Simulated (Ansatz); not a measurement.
**CH2NSb (SMILES N#[C][SbH2]): one structure at several levels**

The task here is to estimate one member of a computed series from the others.

Computed with Ansatz 0.2.0, Gaussian basis. Level: single points in def2-TZVPP.

Cores are frozen in the correlated methods. Filled d shells of the heavier atoms are correlated. Core potentials replace the inner electrons past krypton, and spin-orbit coupling is left out. B3LYP uses VWN-RPA correlation.

## Starting geometry

SMILES `N#[C][SbH2]`, 5 atoms, charge 0, spin multiplicity 1.

Atoms are counted from 1 here; the program's logs count them from 0.

Bond lengths: N1–C2 1.093 Å, C2–Sb3 2.186 Å, Sb3–H4 1.655 Å, Sb3–H5 1.775 Å. Angles: N1–C2–Sb3 175.8°, C2–Sb3–H4 87.0°, C2–Sb3–H5 83.7°, H4–Sb3–H5 87.2°.

Coordinates:

```xyz
5

N     1.2130   -1.1806    1.3657
C     0.7859   -0.6391    0.5180
Sb   -0.1584    0.3139   -1.2081
H    -1.6093   -0.1447   -0.5567
H    -0.2268    1.7308   -0.1417
```

Set-up of the first run:

run/in.yaml

```yaml
crystal:
  periodic: [false, false, false]
  atoms:
    - {symbol: N, position_ang: [1.213000, -1.180600, 1.365700]}
    - {symbol: C, position_ang: [0.785900, -0.639100, 0.518000]}
    - {symbol: Sb, position_ang: [-0.158400, 0.313900, -1.208100]}
    - {symbol: H, position_ang: [-1.609300, -0.144700, -0.556700]}
    - {symbol: H, position_ang: [-0.226800, 1.730800, -0.141700]}
basis:
  gaussian: {orbitals: def2-TZVPP}
correlation: {method: ccsd_t}
output: {forces: true}
```

No record of the launch command was kept for these runs.

Among the steps run: CCSD(T)/def2-TZVPP; PBE0-D4/def2-TZVPP; wB97M-V/def2-TZVPP; r2SCAN-D4/def2-TZVPP; PBE-D4/def2-TZVPP; B3LYP-D4/def2-TZVPP; BLYP-D4/def2-TZVPP.

One table of the session follows, with a row left open; its other results are not shown here.

```
   method  RMS force component (eV/Å)  angle to CCSD(T) forces (°)  dipole (D)
  CCSD(T)                       4.014                    reference        4.73
  PBE0-D4                       3.470                          1.8        4.79
  wB97M-V                       3.392                          1.8        4.88
r2SCAN-D4                       3.624                          1.5        4.73
   PBE-D4                       3.942                          3.4        4.65
 B3LYP-D4                           ?                            ?           ?
  BLYP-D4                       3.805                          4.2        4.75
```

Q: Estimate the row for B3LYP-D4 from the others.

The run gave: RMS force component (eV/Å): 3.393; angle to CCSD(T) forces (°): 2.1; dipole (D): 4.88. In the column «RMS force component (eV/Å)» it lies between wB97M-V (3.392) and PBE0-D4 (3.470).
